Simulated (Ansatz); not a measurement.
# CH₄BFN₂: up Jacob's ladder to CCSD(T)

One table from this session's results is given with a row withheld; the runs are named, their logs left out.

Program: Ansatz 0.2.0, Gaussian basis. Level of theory: functionals in def2-TZVPP, the program's frozen cores in correlated methods. These are calculated values, not measurements.

Levels to be run: LDA (SPW92), PBE-D4, revPBE-D4, BLYP-D4, r2SCAN-D4, B97M-V, PBE0-D4, B3LYP-D4, r2SCANh-D4, r2SCAN0-D4, HSE06-D4, BHLYP-D4, CAM-B3LYP-D4, LC-ωPBE, ωB97X-V, ωB97M-V, B2PLYP, PBE-QIDH; CCSD(T)/def2-SVP; CCSD(T)/def2-TZVPP; MP2/def2-QZVPP; extrapolation to the limit; RPA on PBE.

## Structure used throughout

An earlier PBE0-D4 in a triple-zeta def2 set relaxation fixed the geometry.

SMILES `FB1NCN1`, 9 atoms, charge 0, spin multiplicity 1.

Atoms are counted from 1 here; the program's logs count them from 0.

Bond lengths: F1–B2 1.323 Å, B2–N3 1.428 Å, B2–N5 1.428 Å, N3–C4 1.464 Å, N3–H6 1.004 Å, C4–N5 1.464 Å, C4–H7 1.095 Å, C4–H8 1.095 Å, N5–H9 1.004 Å. Angles: F1–B2–N3 132.9°, F1–B2–N5 132.9°, N3–B2–N5 94.2°, B2–N3–C4 87.3°, B2–N3–H6 134.0°, C4–N3–H6 123.3°, N3–C4–N5 91.2°, N3–C4–H7 114.1°, N3–C4–H8 113.3°, N5–C4–H7 113.3°, N5–C4–H8 114.1°, H7–C4–H8 110.0°, B2–N5–C4 87.3°, B2–N5–H9 134.0°, C4–N5–H9 123.3°.

As a file:

```xyz
9
CH4BFN2
F     1.8813   -0.1136    1.5510
B     0.8643   -0.0547    0.7071
N     0.7604    0.3282   -0.6649
C    -0.6706    0.0343   -0.5665
N    -0.5267   -0.3509    0.8388
H     1.3065    0.1377   -1.4856
H    -1.0029   -0.7885   -1.2089
H    -1.3049    0.9130   -0.7262
H    -1.2191   -0.1520    1.5380
```

Set-up of the first run:

The input, in.yaml:

```yaml
crystal:
  periodic: [false, false, false]
  atoms:
    - {symbol: F, position_ang: [1.881317, -0.113579, 1.550991]}
    - {symbol: B, position_ang: [0.864307, -0.054654, 0.707109]}
    - {symbol: N, position_ang: [0.760438, 0.328193, -0.664941]}
    - {symbol: C, position_ang: [-0.670630, 0.034264, -0.566521]}
    - {symbol: N, position_ang: [-0.526652, -0.350873, 0.838812]}
    - {symbol: H, position_ang: [1.306548, 0.137726, -1.485551]}
    - {symbol: H, position_ang: [-1.002867, -0.788501, -1.208862]}
    - {symbol: H, position_ang: [-1.304882, 0.912992, -0.726160]}
    - {symbol: H, position_ang: [-1.219078, -0.151966, 1.538023]}
basis:
  gaussian: {orbitals: def2-TZVPP}
hamiltonian: {xc: lda}
output: {orbitals: {seedname: orbitals}}
```

The run is started by

```bash
$ ansatz run in.yaml --threads 2 --pin off --events-out ev --progress --plain --max-ram 4352MiB
```

Steps of the session up to this table: LDA; PBE-D4 (GGA); revPBE-D4 (GGA); BLYP-D4 (GGA); r2SCAN-D4 (meta-GGA); B97M-V (meta-GGA); PBE0-D4 (hybrid); B3LYP-D4 (hybrid); r2SCANh-D4 (hybrid); r2SCAN0-D4 (hybrid); HSE06-D4 (hybrid); BHLYP-D4 (hybrid); CAM-B3LYP-D4 (range-separated); LC-ωPBE (range-separated); ωB97X-V (range-separated); ωB97M-V (range-separated); B2PLYP (double hybrid); PBE-QIDH (double hybrid).

One of the session's tables, all rows but one given; the rest of the session is left out.

It belongs to the step «Frontier levels by functional». 

| functional | HOMO (eV) | LUMO (eV) | gap (eV) |
| --- | --- | --- | --- |
| LDA (SPW92) | -6.10 | 0.19 | 6.29 |
| PBE-D4 | -5.93 | 0.28 | 6.20 |
| revPBE-D4 | -5.86 | 0.31 | 6.17 |
| BLYP-D4 | -5.80 | 0.22 | 6.02 |
| r2SCAN-D4 | -6.23 | 1.06 | 7.29 |
| B97M-V | -6.34 | 0.49 | 6.84 |
| PBE0-D4 | -7.38 | 1.05 | 8.43 |
| B3LYP-D4 | -7.12 | 0.69 | 7.81 |
| r2SCANh-D4 | -6.77 | 1.27 | 8.04 |
| r2SCAN0-D4 | ? | ? | ? |
| HSE06-D4 | -6.97 | 0.69 | 7.66 |
| BHLYP-D4 | -8.75 | 1.56 | 10.31 |
| CAM-B3LYP-D4 | -8.81 | 1.73 | 10.54 |
| LC-ωPBE | -10.22 | 2.99 | 13.21 |
| ωB97X-V | -9.84 | 2.81 | 12.65 |
| ωB97M-V | -9.75 | 2.28 | 12.03 |

**Question.** Estimate the row for r2SCAN0-D4.

Worked estimate for «HOMO (eV)». Against the share of exact exchange, r2SCAN-D4 (0, -6.23), r2SCANh-D4 (0.1, -6.77) give a slope of -5.40 per unit share; at 0.25 the line stands at -7.58.

**Answer.** HOMO (eV): -7.60; LUMO (eV): 1.56; gap (eV): 9.16. In «HOMO (eV)» the line misses by +0.02.
